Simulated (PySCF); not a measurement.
**C₂H₁₀GeSi: NMR shifts, electronic excitations and K edges in gas and solvents**

Aim: compute the NMR shifts, electronic excitations and K edges of C₂H₁₀GeSi (`CC[SiH2][GeH3]`), and see what a dielectric continuum does where one was used.

Computed with PySCF 2.14.0, with density-fitted response routines of our own, on a single molecule, in the gas phase or a continuum. Atoms count from 0, in the outputs and in this text.

**1. The starting structure**

14 atoms, charge 0, multiplicity 1; geometry from: GFN2-xTB.

Bonds of the start (Å): C0–C1 1.52, C1–Si2 1.90, Si2–Ge3 2.34, C0–H4 1.09, C0–H5 1.09, C0–H6 1.09, C1–H7 1.09, C1–H8 1.09, Si2–H9 1.47, Si2–H10 1.47, Ge3–H11 1.50, Ge3–H12 1.50, Ge3–H13 1.50.

**2. Relaxing the molecule at PBE0-D3(BJ)/def2-SVP**

Job settings and geometry (Å):

```
{"job": {"xc": "PBE0", "basis": "def2-SVP", "d3": "d3bj", "grid": 1, "kind": "geom"}, "charge": 0, "multiplicity": 1}
C     -1.703301     0.153708    -0.230103
C     -1.131421    -0.416273     1.061638
Si     0.621835     0.235934     1.417356
Ge     1.953929    -0.036974    -0.486671
H     -1.772082     1.238521    -0.175732
H     -2.699757    -0.240226    -0.424431
H     -1.065922    -0.105105    -1.077181
H     -1.795318    -0.170097     1.891427
H     -1.112346    -1.505835     0.991546
H      1.179717    -0.488922     2.564879
H      0.547125     1.659885     1.768888
H      1.823769    -1.353229    -1.199692
H      1.721078     0.956303    -1.589179
H      3.432016     0.071837    -0.254885
```

Standard output:

```text
step   0  E = -2447.82908562  max force = 0.015800
step   1  E = -2447.83486420  max force = 0.005696
step   2  E = -2447.83516691  max force = 0.001029
step   3  E = -2447.83519714  max force = 0.000344
step   4  E = -2447.83522432  max force = 0.000679
step   5  E = -2447.83524156  max force = 0.000826
step   6  E = -2447.83527248  max force = 0.000688
step   7  E = -2447.83529216  max force = 0.000362
step   8  E = -2447.83530989  max force = 0.000250
step   9  E = -2447.83532256  max force = 0.000358
optimisation converged
```

It took 2.8 min on 1 thread, shared host.

The steps of the relaxation:

```csv
step,energy from step 0 (eV),largest force component (eV/Å)
0,0.0000,0.8125
1,-0.1572,0.2929
2,-0.1655,0.0529
3,-0.1663,0.0177
4,-0.1670,0.0349
5,-0.1675,0.0425
6,-0.1684,0.0354
7,-0.1689,0.0186
8,-0.1694,0.0129
9,-0.1697,0.0184
```

Distances of close pairs at the start and the end, largest changes first:

```
   bond  before (Å)  after (Å)  change (Å)
Si2–Ge3       2.340      2.384      +0.044
Ge3–H13       1.500      1.541      +0.041
Ge3–H11       1.503      1.543      +0.041
Ge3–H12       1.502      1.542      +0.040
Si2–H10       1.469      1.499      +0.030
 Si2–H9       1.467      1.498      +0.030
  C0–H4       1.088      1.102      +0.013
  C1–H7       1.091      1.104      +0.013
```

The final coordinates are the input of the step that follows.

| at the end point | value |
| --- | --- |
| point group (found at 0.08 Å tolerance) | C1 |
| rotational constants (GHz, main isotopes) | 5.837, 1.535, 1.310 |
| dipole moment (D) | 1.08 |

**3. NMR shieldings: PBE0/pcSseg-1 in chloroform**

Job settings and geometry (Å):

```
{"job": {"kind": "nmr", "xc": "PBE0", "basis": "pcSseg-1", "solvent": "chloroform", "pop": true}, "charge": 0, "multiplicity": 1}
C     -1.785914     0.252267     0.001664
C     -1.080291    -0.430122     1.169483
Si     0.676195     0.196629     1.486888
Ge     2.071980    -0.163620    -0.411856
H     -1.850779     1.342392     0.146674
H     -2.813032    -0.123632    -0.127095
H     -1.255760     0.083425    -0.949571
H     -1.653298    -0.297132     2.103507
H     -1.021687    -1.520000     1.004847
H      1.280218    -0.506121     2.663286
H      0.653809     1.664433     1.788985
H      1.988862    -1.633805    -0.873758
H      1.651653     0.722170    -1.602313
H      3.546832     0.148695    -0.091709
```

Method: GIAO PBE0/pcSseg-1 NMR shielding, non-relativistic, IEF-PCM chloroform.

Standard output:

```text
coarse grid: 48912 points
cycle   1  E = -2447.9386569583  dE = -7.740e-01  |g| = 8.632e-01  |ddm| = 3.229e+00
cycle   2  E = -2447.9191354098  dE =  1.952e-02  |g| = 8.495e-01  |ddm| = 8.359e-01
cycle   3  E = -2447.9936457389  dE = -7.451e-02  |g| = 8.305e-02  |ddm| = 5.454e-01
cycle   4  E = -2447.9948158112  dE = -1.170e-03  |g| = 2.170e-02  |ddm| = 8.381e-02
cycle   5  E = -2447.9949327080  dE = -1.169e-04  |g| = 4.313e-03  |ddm| = 2.033e-02
cycle   6  E = -2447.9949363139  dE = -3.606e-06  |g| = 6.223e-04  |ddm| = 4.497e-03
final grid: 101104 points
cycle   7  E = -2447.9949630746  dE = -5.986e-08  |g| = 6.772e-04  |ddm| = 1.781e-03
cycle   8  E = -2447.9949630672  dE =  7.434e-09  |g| = 8.528e-04  |ddm| = 1.246e-03
cycle   9  E = -2447.9949631461  dE = -7.894e-08  |g| = 5.521e-05  |ddm| = 5.532e-04
cycle  10  E = -2447.9949631469  dE = -7.544e-10  |g| = 4.172e-06  |ddm| = 7.355e-05
converged SCF energy = -2447.9949631469

GIAO shielding tensors (ppm)
atom      isotropic    diamagn.    paramagn.     s11        s22        s33       span
  0 C      173.016     248.044     -75.028    166.289    166.768    185.990     19.702
  1 C      180.718     251.233     -70.514    173.222    180.341    188.592     15.370
  2 Si     408.665     879.737    -471.072    372.375    390.037    463.584     91.209
  3 Ge    1682.204    2759.129   -1076.925   1662.589   1684.290   1699.734     37.145
  4 H       30.329      30.072       0.257     26.140     28.312     36.534     10.393
  5 H       29.843      28.557       1.285     24.654     27.008     37.866     13.212
  6 H       30.331      31.767      -1.436     24.888     30.812     35.292     10.404
  7 H       30.168      28.716       1.451     24.696     28.165     37.642     12.947
  8 H       30.518      30.813      -0.295     26.316     28.435     36.801     10.485
  9 H       27.198      28.306      -1.109     23.206     25.472     32.915      9.709
 10 H       27.353      28.553      -1.200     23.771     25.641     32.646      8.875
 11 H       27.906      29.616      -1.710     21.825     23.011     38.882     17.056
 12 H       27.718      29.817      -2.099     21.454     23.311     38.390     16.936
 13 H       27.868      28.737      -0.869     21.845     22.247     39.513     17.668
```

Run time: 45 s. Hardware: 1 thread, shared host.

The references, computed at this level on geometries of the same kind, shield at (ppm): ¹H TMS 31.25, ¹³C TMS 185.2, ²⁹Si TMS 351.9, ⁷³Ge GeMe4 1330. Their shielding less the atom's gives the shift. The references are single molecules in the same continuum. Atoms listed in one row are averaged.

```csv
atoms,environment,σ (ppm),δ (ppm)
C0,methyl carbon,173.0,12.1
C1,sp3 CH2 bonded to Si,180.7,4.4
"H9, H10","hydrogen on a silicon bonded to C, Ge",27.28,3.97
"H11, H12, H13",hydrogen on a germanium bonded to Si,27.83,3.42
"H4, H5, H6",hydrogen on a methyl carbon,30.17,1.08
"H7, H8",hydrogen on an sp3 CH2 bonded to Si,30.34,0.90
Si2,"silicon bonded to C, Ge, 2 H",408.7,-56.8
Ge3,"germanium bonded to Si, 3 H",1682,-353
```

The run also stored atomic charges by several schemes (e):

```csv
atoms,Mulliken,IAO,Hirshfeld,ESP fit
C0,-0.31,-0.40,-0.11,-0.24
C1,-0.57,-0.52,-0.15,-0.03
Si2,0.52,0.48,0.25,0.28
Ge3,-0.21,0.15,0.19,0.06
```

Mayer bond orders: C0–C1 1.05, C1–Si2 0.93, Si2–Ge3 0.89.

**4. Shielding tensors: PBE0/pcSseg-1 in water**

The job, as its differences from that of step 3:

```diff
@@ -1,2 +1,2 @@
-{"job": {"kind": "nmr", "xc": "PBE0", "basis": "pcSseg-1", "solvent": "chloroform", "pop": true}, "charge": 0, "multiplicity": 1}
+{"job": {"kind": "nmr", "xc": "PBE0", "basis": "pcSseg-1", "solvent": "water", "pop": false}, "charge": 0, "multiplicity": 1}
 C     -1.785914     0.252267     0.001664
```

Method: GIAO PBE0/pcSseg-1 NMR shielding, non-relativistic, IEF-PCM water.

Standard output:

```text
coarse grid: 48912 points
cycle   1  E = -2447.9391031946  dE = -7.744e-01  |g| = 8.628e-01  |ddm| = 3.229e+00
cycle   2  E = -2447.9203296000  dE =  1.877e-02  |g| = 8.475e-01  |ddm| = 8.347e-01
cycle   3  E = -2447.9940522609  dE = -7.372e-02  |g| = 8.164e-02  |ddm| = 5.399e-01
cycle   4  E = -2447.9951599410  dE = -1.108e-03  |g| = 2.037e-02  |ddm| = 8.070e-02
cycle   5  E = -2447.9952627501  dE = -1.028e-04  |g| = 4.230e-03  |ddm| = 1.901e-02
cycle   6  E = -2447.9952662356  dE = -3.485e-06  |g| = 6.202e-04  |ddm| = 4.446e-03
final grid: 101104 points
cycle   7  E = -2447.9952927732  dE = -5.886e-08  |g| = 6.765e-04  |ddm| = 1.758e-03
cycle   8  E = -2447.9952927656  dE =  7.566e-09  |g| = 8.458e-04  |ddm| = 1.214e-03
cycle   9  E = -2447.9952928429  dE = -7.734e-08  |g| = 5.366e-05  |ddm| = 5.421e-04
cycle  10  E = -2447.9952928436  dE = -6.817e-10  |g| = 4.403e-06  |ddm| = 7.015e-05
converged SCF energy = -2447.9952928436

GIAO shielding tensors (ppm)
atom      isotropic    diamagn.    paramagn.     s11        s22        s33       span
  0 C      173.224     248.149     -74.925    166.468    166.978    186.227     19.759
  1 C      180.840     251.227     -70.387    173.454    180.361    188.707     15.253
  2 Si     408.389     879.717    -471.328    371.937    389.684    463.544     91.607
  3 Ge    1681.846    2759.142   -1077.296   1661.997   1684.343   1699.199     37.202
  4 H       30.324      30.078       0.246     26.128     28.309     36.535     10.408
  5 H       29.839      28.552       1.287     24.646     26.998     37.873     13.227
  6 H       30.318      31.776      -1.458     24.865     30.795     35.294     10.429
  7 H       30.130      28.662       1.468     24.643     28.119     37.630     12.987
  8 H       30.472      30.762      -0.290     26.253     28.382     36.781     10.528
  9 H       27.218      28.329      -1.112     23.235     25.492     32.926      9.691
 10 H       27.375      28.584      -1.209     23.802     25.665     32.656      8.854
 11 H       27.910      29.636      -1.725     21.833     23.018     38.881     17.048
 12 H       27.728      29.844      -2.116     21.469     23.324     38.391     16.923
 13 H       27.895      28.776      -0.881     21.879     22.279     39.528     17.649
```

It took 38 s on 1 thread, shared host.

This run: δ C0 12.3, C1 4.7, Si2 -56.6, Ge3 -353, H9 3.94, H11 3.39 ppm (means over like atoms).

**5. TDDFT and polarisability: CAM-B3LYP/def2-SVPD**

The job, as its differences from that of step 4:

```diff
@@ -1,2 +1,2 @@
-{"job": {"kind": "nmr", "xc": "PBE0", "basis": "pcSseg-1", "solvent": "water", "pop": false}, "charge": 0, "multiplicity": 1}
+{"job": {"kind": "uv", "xc": "CAM-B3LYP", "basis": "def2-SVPD", "dynamic": true, "nstates": 6, "ntriplets": 0}, "charge": 0, "multiplicity": 1}
 C     -1.785914     0.252267     0.001664
```

Level: TDDFT CAM-B3LYP/def2-SVPD, vertical, gas phase, core orbitals frozen in the response.

Standard output:

```text
coarse grid: 48912 points
cycle   1  E = -2448.3577971656  dE = -6.961e-01  |g| = 4.212e-01  |ddm| = 4.119e+00
cycle   2  E = -2448.3647227461  dE = -6.926e-03  |g| = 4.003e-01  |ddm| = 7.032e-01
cycle   3  E = -2448.3857623535  dE = -2.104e-02  |g| = 2.100e-02  |ddm| = 3.467e-01
cycle   4  E = -2448.3858892347  dE = -1.269e-04  |g| = 7.468e-03  |ddm| = 6.304e-02
cycle   5  E = -2448.3859059266  dE = -1.669e-05  |g| = 1.846e-03  |ddm| = 1.556e-02
cycle   6  E = -2448.3859068148  dE = -8.882e-07  |g| = 4.068e-04  |ddm| = 3.314e-03
final grid: 101104 points
cycle   7  E = -2448.3859012253  dE = -6.172e-08  |g| = 3.591e-04  |ddm| = 4.034e-03
cycle   8  E = -2448.3859012301  dE = -4.815e-09  |g| = 3.397e-04  |ddm| = 9.219e-04
cycle   9  E = -2448.3859012580  dE = -2.791e-08  |g| = 1.940e-05  |ddm| = 3.895e-04
cycle  10  E = -2448.3859012581  dE = -1.346e-10  |g| = 6.959e-06  |ddm| = 4.726e-05
converged SCF energy = -2448.3859012581

Static polarisability (au): isotropic 88.457, principal 77.587 86.755 101.029

Singlet excitations
state   eV       nm        f      main configurations
  1   7.1506    173.4   0.02969   H->L+1 0.61, H->L 0.21
  2   7.3041    169.7   0.14659   H->L 0.70, H->L+1 0.15, H->L+2 0.10
  3   7.4936    165.5   0.02819   H->L+3 0.85
  4   7.8072    158.8   0.14988   H->L+2 0.51, H-1->L+1 0.19, H->L+1 0.15
  5   7.9468    156.0   0.19239   H-1->L+1 0.59, H->L+2 0.17, H-1->L 0.10
  6   8.0867    153.3   0.03428   H->L+5 0.52, H->L+4 0.37
```

It took 75 s on 1 thread, shared host.

Frontier orbitals and where they lie:

```
orbital      eV                         atoms
 HOMO−3  -10.90  Ge3 40 %, H13 29 %, H11 13 %
 HOMO−2  -10.52  Ge3 25 %, Si2 19 %, H12 17 %
 HOMO−1  -10.02    C1 27 %, Si2 23 %, C0 11 %
   HOMO   -9.16   Ge3 33 %, Si2 29 %, C1 11 %
   LUMO    0.93   Ge3 44 %, H13 10 %, Si2 9 %
 LUMO+1    1.04   Si2 25 %, Ge3 14 %, C1 10 %
 LUMO+2    1.57  Ge3 27 %, Si2 26 %, H10 10 %
```

With each of the 6 states as a Gaussian band of 0.4 eV half-width at 1/e, the curve within the window shown has maxima at 158 nm (ε 16,000) L/(mol cm). Beyond the last state computed it falls off for lack of states. The curve at chosen wavelengths:

(nm, ε (L/mol/cm)): (148, 3871), (150, 6680), (151, 8298), (153, 11546), (155, 14170), (156, 15053), (158, 15814), (159, 15730), (161, 14907), (163, 13663), (164, 13023), (166, 11840), (168, 10777), (169, 10251), (171, 9118), (173, 7823), (174, 7120), (176, 5670), (178, 4269), (179, 3627), (181, 2510), (182, 2046), (184, 1306), (186, 793), (187, 607), (189, 344)

Ground-state properties from the same run:

| property | computed |
| --- | --- |
| dipole moment (D) | 1.08 |
| polarisability (Å³) | 13.11 |
| HOMO–LUMO gap (eV) | 10.09 |
| −ε(HOMO) (eV) | 9.16 |
| C6 with itself (au) | 2694 |

**6. TDDFT and polarisability: CAM-B3LYP/def2-SVPD in chloroform**

The job, as its differences from that of step 5:

```diff
@@ -1,2 +1,2 @@
-{"job": {"kind": "uv", "xc": "CAM-B3LYP", "basis": "def2-SVPD", "dynamic": true, "nstates": 6, "ntriplets": 0}, "charge": 0, "multiplicity": 1}
+{"job": {"kind": "uv", "xc": "CAM-B3LYP", "basis": "def2-SVPD", "solvent": "chloroform", "nstates": 6, "ntriplets": 0}, "charge": 0, "multiplicity": 1}
 C     -1.785914     0.252267     0.001664
```

Method: TDDFT CAM-B3LYP/def2-SVPD, vertical, IEF-PCM chloroform (non-equilibrium linear response), core orbitals frozen in the response.

Standard output:

```text
coarse grid: 48912 points
cycle   1  E = -2448.3589296960  dE = -6.968e-01  |g| = 4.198e-01  |ddm| = 4.120e+00
cycle   2  E = -2448.3662686336  dE = -7.339e-03  |g| = 3.970e-01  |ddm| = 7.154e-01
cycle   3  E = -2448.3866487293  dE = -2.038e-02  |g| = 2.036e-02  |ddm| = 3.445e-01
cycle   4  E = -2448.3867707323  dE = -1.220e-04  |g| = 6.785e-03  |ddm| = 6.372e-02
cycle   5  E = -2448.3867843722  dE = -1.364e-05  |g| = 1.466e-03  |ddm| = 1.548e-02
cycle   6  E = -2448.3867849851  dE = -6.130e-07  |g| = 4.210e-04  |ddm| = 3.145e-03
final grid: 101104 points
cycle   7  E = -2448.3867790242  dE = -6.389e-08  |g| = 3.629e-04  |ddm| = 4.013e-03
cycle   8  E = -2448.3867790321  dE = -7.843e-09  |g| = 3.288e-04  |ddm| = 9.815e-04
cycle   9  E = -2448.3867790586  dE = -2.654e-08  |g| = 1.797e-05  |ddm| = 4.141e-04
cycle  10  E = -2448.3867790587  dE = -1.273e-10  |g| = 7.514e-06  |ddm| = 4.645e-05
converged SCF energy = -2448.3867790587

Static polarisability (au): isotropic 111.481, principal 99.920 109.821 124.702

Singlet excitations
state   eV       nm        f      main configurations
  1   7.1606    173.1   0.05068   H->L+1 0.75
  2   7.2289    171.5   0.28578   H->L 0.89
  3   7.4571    166.3   0.04747   H->L+3 0.88
  4   7.7369    160.3   0.32088   H->L+2 0.69, H->L+1 0.14
  5   7.9010    156.9   0.16940   H-1->L+1 0.84
  6   8.0724    153.6   0.02042   H->L+4 0.48, H->L+5 0.45
```

Wall time 63 s (1 thread, shared host).

This run: HOMO -9.05 eV, LUMO 1.00 eV; lowest singlet 7.16 eV.

**7. TDDFT and polarisability: CAM-B3LYP/def2-SVPD in water**

The job, as its differences from that of step 6:

```diff
@@ -1,2 +1,2 @@
-{"job": {"kind": "uv", "xc": "CAM-B3LYP", "basis": "def2-SVPD", "solvent": "chloroform", "nstates": 6, "ntriplets": 0}, "charge": 0, "multiplicity": 1}
+{"job": {"kind": "uv", "xc": "CAM-B3LYP", "basis": "def2-SVPD", "solvent": "water", "nstates": 6, "ntriplets": 0}, "charge": 0, "multiplicity": 1}
 C     -1.785914     0.252267     0.001664
```

With the program's defaults for keys left out, this is: TDDFT CAM-B3LYP/def2-SVPD, vertical, IEF-PCM water (non-equilibrium linear response), core orbitals frozen in the response.

Standard output:

```text
coarse grid: 48912 points
cycle   1  E = -2448.3593599838  dE = -6.971e-01  |g| = 4.192e-01  |ddm| = 4.120e+00
cycle   2  E = -2448.3668915513  dE = -7.532e-03  |g| = 3.956e-01  |ddm| = 7.218e-01
cycle   3  E = -2448.3870083682  dE = -2.012e-02  |g| = 2.021e-02  |ddm| = 3.438e-01
cycle   4  E = -2448.3871304597  dE = -1.221e-04  |g| = 6.672e-03  |ddm| = 6.466e-02
cycle   5  E = -2448.3871435111  dE = -1.305e-05  |g| = 1.406e-03  |ddm| = 1.566e-02
cycle   6  E = -2448.3871441010  dE = -5.899e-07  |g| = 4.298e-04  |ddm| = 3.237e-03
final grid: 101104 points
cycle   7  E = -2448.3871379586  dE = -6.711e-08  |g| = 3.626e-04  |ddm| = 4.012e-03
cycle   8  E = -2448.3871379680  dE = -9.362e-09  |g| = 3.228e-04  |ddm| = 9.968e-04
cycle   9  E = -2448.3871379927  dE = -2.474e-08  |g| = 1.741e-05  |ddm| = 4.165e-04
cycle  10  E = -2448.3871379928  dE = -1.182e-10  |g| = 8.117e-06  |ddm| = 4.977e-05
converged SCF energy = -2448.3871379928

Static polarisability (au): isotropic 123.909, principal 113.706 121.998 136.024

Singlet excitations
state   eV       nm        f      main configurations
  1   7.1801    172.7   0.04698   H->L+1 0.75, H->L+2 0.09
  2   7.2298    171.5   0.25828   H->L 0.89
  3   7.4598    166.2   0.04071   H->L+3 0.89
  4   7.7403    160.2   0.28939   H->L+2 0.66, H->L+1 0.15
  5   7.9105    156.7   0.17977   H-1->L+1 0.83
  6   8.0771    153.5   0.01583   H->L+4 0.50, H->L+5 0.42
```

Wall time 61 s (1 thread, shared host).

In short: HOMO -9.03 eV, LUMO 1.01 eV; lowest singlet 7.18 eV.

**8. K-edge absorption: BHandHLYP/def2-SVPD+aug-pcX-1+pcseg-1**

The job, as its differences from that of step 7:

```diff
@@ -1,2 +1,2 @@
-{"job": {"kind": "uv", "xc": "CAM-B3LYP", "basis": "def2-SVPD", "solvent": "water", "nstates": 6, "ntriplets": 0}, "charge": 0, "multiplicity": 1}
+{"job": {"kind": "xas", "xc": "BHandHLYP", "basis": {"default": "aug-pcX-1", "H": "pcseg-1", "Si": "def2-SVPD", "Ge": "def2-SVPD"}}, "charge": 0, "multiplicity": 1}
 C     -1.785914     0.252267     0.001664
```

Method: core-valence-separated TDA BHandHLYP/aug-pcX-1 H:pcseg-1 Si:def2-SVPD Ge:def2-SVPD, K edges, non-relativistic, gas phase.

Standard output:

```text
coarse grid: 48912 points
cycle   1  E = -2448.2568345510  dE = -7.025e-01  |g| = 3.375e-01  |ddm| = 3.562e+00
cycle   2  E = -2448.2690154393  dE = -1.218e-02  |g| = 2.720e-01  |ddm| = 4.802e-01
cycle   3  E = -2448.2805996296  dE = -1.158e-02  |g| = 2.955e-02  |ddm| = 2.467e-01
cycle   4  E = -2448.2808121087  dE = -2.125e-04  |g| = 7.756e-03  |ddm| = 4.792e-02
cycle   5  E = -2448.2808278280  dE = -1.572e-05  |g| = 1.929e-03  |ddm| = 1.212e-02
cycle   6  E = -2448.2808286903  dE = -8.623e-07  |g| = 3.168e-04  |ddm| = 2.066e-03
final grid: 101104 points
cycle   7  E = -2448.2808412804  dE = -5.559e-08  |g| = 2.114e-04  |ddm| = 3.136e-03
cycle   8  E = -2448.2808412860  dE = -5.646e-09  |g| = 1.626e-04  |ddm| = 6.034e-04
cycle   9  E = -2448.2808412917  dE = -5.685e-09  |g| = 1.479e-05  |ddm| = 1.744e-04
cycle  10  E = -2448.2808412918  dE = -7.185e-11  |g| = 5.082e-06  |ddm| = 3.040e-05
converged SCF energy = -2448.2808412918

C K edge
   eV          f      from atoms
  285.239   0.00818   C1
  285.427   0.00638   C0
  285.904   0.03215   C1
  285.948   0.03410   C1
  286.237   0.03200   C0
  286.263   0.03144   C0
  286.311   0.00107   C1
  286.446   0.00206   C0
  286.697   0.00039   C1
  286.811   0.00135   C1
  287.116   0.00207   C0
  287.158   0.00100   C1
```

It took 29 s on 1 thread, shared host.

**9. Comparing the runs: NMR shifts**

Shifts (ppm) of some atoms, chosen among heavy atoms and hydrogens apart, means over like atoms, with basis size and wall time:

| run | C0 | C1 | H9 | H11 | H7 | Si2 | Ge3 | functions | time |
| --- | --- | --- | --- | --- | --- | --- | --- | --- | --- |
| PBE0/pcSseg-1 in chloroform | 12.1 | 4.4 | 3.97 | 3.42 | 0.90 | -56.8 | -353 | 149 | 45 s |
| PBE0/pcSseg-1 in water | 12.3 | 4.7 | 3.94 | 3.39 | 0.94 | -56.6 | -353 | 149 | 38 s |

The continuum's effect on the ground state:

```
   solvent      ε  polarisation energy (Eh)  μ (D)
chloroform   4.71                   -0.0009   1.30
     water  78.36                   -0.0013   1.38
```

**10. Run by run: electronic excitations**

Excitations and ground-state properties, with basis size and wall time:

```
                              run  lowest singlet (eV)  brightest (eV)      f  gap (eV)  α (Å³)  μ (D)  functions  time
              CAM-B3LYP/def2-SVPD                 7.15            7.95  0.192     10.09   13.11   1.08        182  75 s
CAM-B3LYP/def2-SVPD in chloroform                 7.16            7.74  0.321     10.05   16.52   1.30        182  63 s
     CAM-B3LYP/def2-SVPD in water                 7.18            7.74  0.289     10.04   18.36   1.40        182  61 s
```

The continuum's effect on the ground state:

| solvent | ε | polarisation energy (Eh) | μ (D) |
| --- | --- | --- | --- |
| chloroform | 4.71 | -0.0010 | 1.30 |
| water | 78.36 | -0.0014 | 1.40 |

**11. Results**

| quantity | value |
| --- | --- |
| point group | C1 |
| rotational constants (main isotopes) | 5.84, 1.53, 1.31 GHz |
| ¹³C shifts against TMS (PBE0/pcSseg-1, chloroform) | 12.1, 4.4 ppm |
| ¹H shifts against TMS (PBE0/pcSseg-1, chloroform, means over atoms taken as alike) | 3.97, 3.42, 1.08, 0.90 ppm |
| ²⁹Si shifts against TMS (PBE0/pcSseg-1, chloroform) | -56.8 ppm |
| ⁷³Ge shifts against GeMe4 (PBE0/pcSseg-1, chloroform) | -353 ppm |
| lowest singlet (CAM-B3LYP/def2-SVPD) | 7.15 eV (173 nm), f = 0.030 |
| brightest single state of those computed | state 5, 7.95 eV, f = 0.192 |
| C K edge | first line 285.24 eV, strongest 285.95 eV (f = 0.034) |
| range of the shift of C1 | 4.4 to 4.7 ppm |
| range of the lowest singlet | 7.15 to 7.18 eV |

In words: Relaxing lowered the energy by 0.170 eV in 9 steps; the close pair that moved most is Si2–Ge3, from 2.340 to 2.384 Å. No frequency check was run at this level, so the end point may be a saddle. At PBE0/pcSseg-1: The largest span, 91 ppm, is at Si2, where the paramagnetic term is -471 ppm. The first singlet state (HOMO→LUMO+1 0.61, HOMO→LUMO 0.21) lies at 7.15 eV and is weak; of the 6 states computed, the strongest absorption comes from state 5 at 7.95 eV. At the C edge the strongest single line lifts a 1s electron of C1 into several orbitals, led by LUMO+4 (weight 0.25), 0.7 eV above the first line. Absolute edge energies from this method are off by several eV; spacings are better. Across the 2 runs the shift of C1 moves most, between 4.4 (PBE0/pcSseg-1 in chloroform) and 4.7 ppm (PBE0/pcSseg-1 in water). The continuum holds electrostatics alone: no hydrogen bonds to the solvent, and the gas-phase geometry is kept. The lowest singlet runs from 7.15 eV (CAM-B3LYP/def2-SVPD) to 7.18 eV (CAM-B3LYP/def2-SVPD in water), while the orbital gap spans 10.04 to 10.09 eV. The lowest state need not be the same one in every run. Spin-orbit coupling is left out, which matters for shieldings and couplings at and beside the heavy atoms.
